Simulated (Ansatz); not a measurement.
# ZnS: the cost of one run

Computed with Ansatz 0.2.0 (DFT PBE, scalar-relativistic, plane waves, PAW, unless a step's input says otherwise).

2 further runs of the same task are left out: 2 that didn't finish.

## 1. Starting point

The structure is hexagonal, space group P6_3mc (No. 186). Conventional cell: a = 3.811 Å, b = 3.811 Å, c = 6.234 Å, α = 90.00°, β = 90.00°, γ = 120.00°. Around Zn (site symmetry 3m) lie 4 S at 2.31 to 2.40 Å. S (site symmetry 3m) is surrounded by 4 Zn at 2.31 to 2.40 Å.

Structure file:

```cif
data_structure
_symmetry_space_group_name_H-M 'P6_3mc'
_symmetry_Int_Tables_number 186
_cell_length_a 3.8110
_cell_length_b 3.8110
_cell_length_c 6.2340
_cell_angle_alpha 90.000
_cell_angle_beta 90.000
_cell_angle_gamma 120.000
_cell_volume 78.41
loop_
_atom_site_label
_atom_site_type_symbol
_atom_site_symmetry_multiplicity
_atom_site_Wyckoff_symbol
_atom_site_fract_x
_atom_site_fract_y
_atom_site_fract_z
_atom_site_occupancy
Zn1 Zn 2 b 0.33333 0.66667 0.00000 1
S1 S 2 b 0.33333 0.66667 0.38500 1
```

The cell is taken as given, not relaxed at this level.

## 2. Zero of the scan

File input.yaml:

```yaml
crystal:
  lattice:
    - [3.8109987816, 0.0, 0.0]
    - [-1.9054993908, 3.3004217586, 0.0]
    - [0.0, 0.0, 6.234]
  atoms:
    - { symbol: Zn, position: [0.3333333333, 0.6666666667, 0.0] }
    - { symbol: Zn, position: [0.6666666667, 0.3333333333, 0.5] }
    - { symbol: S, position: [0.3333333333, 0.6666666667, 0.385] }
    - { symbol: S, position: [0.6666666667, 0.3333333333, 0.885] }
basis:
  ecutwfc: 420
kpoints:
  mp_grid: { grid: [12, 12, 6] }
hamiltonian:
  xc: pbe
scf:
  occupations: { method: gaussian, width: 0.05 }
output:
  forces: true
  stress: true
  eigenvalues: true
  write_density: true
  write_potential: true
  elf: true
  volumetric_format: npy
```

Started as:

```
$ ansatz run input.yaml --threads 1 --pin off --max-ram 2560MiB --backend cpu --events-out ev --progress --plain --runs-dir out
```

Q: Estimate wall time and peak memory on 1 thread of AMD EPYC (Zen 3), shared host.

About 30 s, with a peak of 0.4 GiB.
